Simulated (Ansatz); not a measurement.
Run this with Ansatz 0.2.0, Python API and show what comes out.

The script reads `lisn.xyz`:
```text
2

Li    0.00000    0.00000    0.00000
Sn    0.00000    0.00000    2.63500
```

Script `lisn.py`:
```python
"""Vertical and adiabatic ionisation of LiSn."""

import ansatz as az
import numpy as np

BASIS = "def2-SVP"
FUNCTIONAL = "b3lyp"
DISPERSION = "d4"
NET_CHARGE = 1


def main() -> None:
    mol = az.Crystal.molecule_from_extxyz("lisn.xyz")

    job = (
        mol.calculation()
        .basis(gaussian=BASIS)
        .functional(FUNCTIONAL, dispersion=DISPERSION)
        .spin("collinear", total=1)
    )
    symbols = [site.symbol for site in mol.cartesian_sites]
    start = np.array([site.position_ang for site in mol.cartesian_sites], dtype=float)
    data = job.relax(force_tolerance=0.01).run(threads=1, pin="off").report
    end = np.array(data["positions_ang"])

    minimum = az.Crystal.molecule()
    for symbol, place in zip(symbols, end):
        minimum = minimum.atom(symbol, place.tolist())
    ion = (
        minimum.calculation()
        .basis(gaussian=BASIS)
        .functional(FUNCTIONAL, dispersion=DISPERSION)
        .charge(NET_CHARGE)
    )
    vertical = ion.run(threads=1, pin="off").report
    settled = ion.relax(force_tolerance=0.01, max_steps=80).run(threads=1, pin="off").report
    print(f"vertical ionisation energy   {vertical['free_energy_ev'] - data['free_energy_ev']:.3f} eV")
    print(f"adiabatic, no zero point     {settled['free_energy_ev'] - data['free_energy_ev']:.3f} eV")
    print(f"relaxation energy of the ion {vertical['free_energy_ev'] - settled['free_energy_ev']:.3f} eV")
    ionised = np.array(settled["positions_ang"])
    print("final positions (A) and the move of each atom")
    for symbol, xyz, old in zip(symbols, ionised, end):
        print(f"{symbol:2s} {xyz[0]:10.5f} {xyz[1]:10.5f} {xyz[2]:10.5f}   {np.linalg.norm(xyz - old):7.4f}")


if __name__ == "__main__":
    main()
```

```console
$ python lisn.py
vertical ionisation energy   6.109 eV
adiabatic, no zero point     6.028 eV
relaxation energy of the ion 0.081 eV
final positions (A) and the move of each atom
Li    0.00000   -0.00000   -0.17587    0.1326
Sn   -0.00000    0.00000    2.81087    0.1326
```

The energies are electronic: no zero-point or thermal terms, and the basis set is short of its limit. The product may relax into another structure. Each relaxation finds its nearest minimum, which needn't be the lowest. def2 sets replace the cores of elements past krypton by effective core potentials. The run takes the species as open-shell (spin multiplicity 2), which needn't be its ground state. The expectation value of S² is noticeably off S(S+1) in at least one run, so that state is spin-contaminated. b3lyp holds the VWN-RPA fit, as in Gaussian; the form of ORCA and Turbomole is b3lyp5. Only the spin states typed were run; another state of an ion can lie lower, by up to an eV or two. The spin state was assumed, and another may lie lower. Run time: 26 s on 1 thread of Arm Neoverse V2 (shared host), peak memory 0.2 GiB.
